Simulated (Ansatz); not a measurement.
TaW, space group Cmmm, a check of PAW against all-electron LAPW

Computed with Ansatz 0.2.0 through its Python package.

Run as a notebook:

```python
import ansatz as az
import numpy as np
```

```python
def count_gap(report):
    # lowest empty less highest filled band, counting bands; zero where they overlap
    return max(report.get('gap_by_band_count_ev') or 0.0, 0.0)
```

```python
lattice = az.Lattice.of(
    [1.61412879, -2.3070255, 0.0],
    [1.61412879, 2.3070255, 0.0],
    [0.0, 0.0, 4.52139841],
)
sites = [
    ('Ta', [0.0, 0.0, 0.0]),
    ('W', [0.5, 0.5, 0.5]),
]
cell = az.Crystal(lattice=lattice)
for symbol, position in sites:
    cell = cell.atom(symbol, position)
```

```python
len(cell.resolved().sites)
```

    2

```python
calc = (
    cell.calculation()
    .kpoints(length=32)
    .functional('pbesol')
    .occupations('cold')
    .stress()
    .forces()
    .band_table()
)
variants = {
    'PAW': calc.pseudopotentials('paw'),
    'LAPW': calc.pseudopotentials('all_electron', lapw=True),
}
rows = []
for label, variant in variants.items():
    summary = variant.run().report
    levels = np.array(summary['eigenvalues_ev'][0]) - summary['fermi_energy_ev']
    print(label, 'levels at the first k-point near E_F:', np.round(levels[np.abs(levels) < 5], 3))
    rows.append((label, summary['n_electrons'], np.trace(summary['stress_gpa']) / 3, count_gap(summary)))
lines = [','.join(['treatment', 'electrons in bands', 'P GPa', 'gap by band count eV'])] + [','.join(f'{v:.4f}' if isinstance(v, float) else str(v) for v in row) for row in rows]
print('\n'.join(lines))
with open('paw_lapw.csv', 'w') as handle:
    handle.write('\n'.join(lines) + '\n')
```

    DeckWarning: basis.ecutwfc = 420 eV, auto-derived from the records' recommended cutoffs: set by Ta (normal level)
    PAW levels at the first k-point near E_F: [-4.981 -2.266 -0.122  0.043  0.353  1.705  2.772  2.989  3.98 ]
    LAPW levels at the first k-point near E_F: [-4.98  -2.266 -0.125  0.041  0.35   1.707  2.772  2.989  3.975  4.716]
    treatment,electrons in bands,P GPa,gap by band count eV
    PAW,27.0000,-5.1596,0.0000
    LAPW,87.0000,-5.1885,0.0000

PAW gives -5.160 GPa and LAPW -5.189 GPa, 0.029 GPa apart. They took 3.8 and 119.0 s of processor time.

Notes:
- The run is spin-unpolarised.
- The computed bands are complete only to about 3.2 eV above the Fermi level.
- A gap by band count of zero or less means overlapping bands, a metal, and at an odd count of electrons it is no gap at all.
- At these settings the cell as given stands under about -5 GPa, so it isn't at this functional's equilibrium volume.
- The structure comes from a database of computed cells and needn't be a stable or known phase.
- Levels are Kohn-Sham eigenvalues on this mesh, without spin-orbit coupling.
- Warnings are shown shortened and without file and line.
- Pressure is positive in compression; the treatments may keep other shells as core, so totals and counts of electrons can differ.
- Run time: 2.1 min on 1 thread of Arm Neoverse V2, with other jobs on the host, peak memory 1.3 GiB.
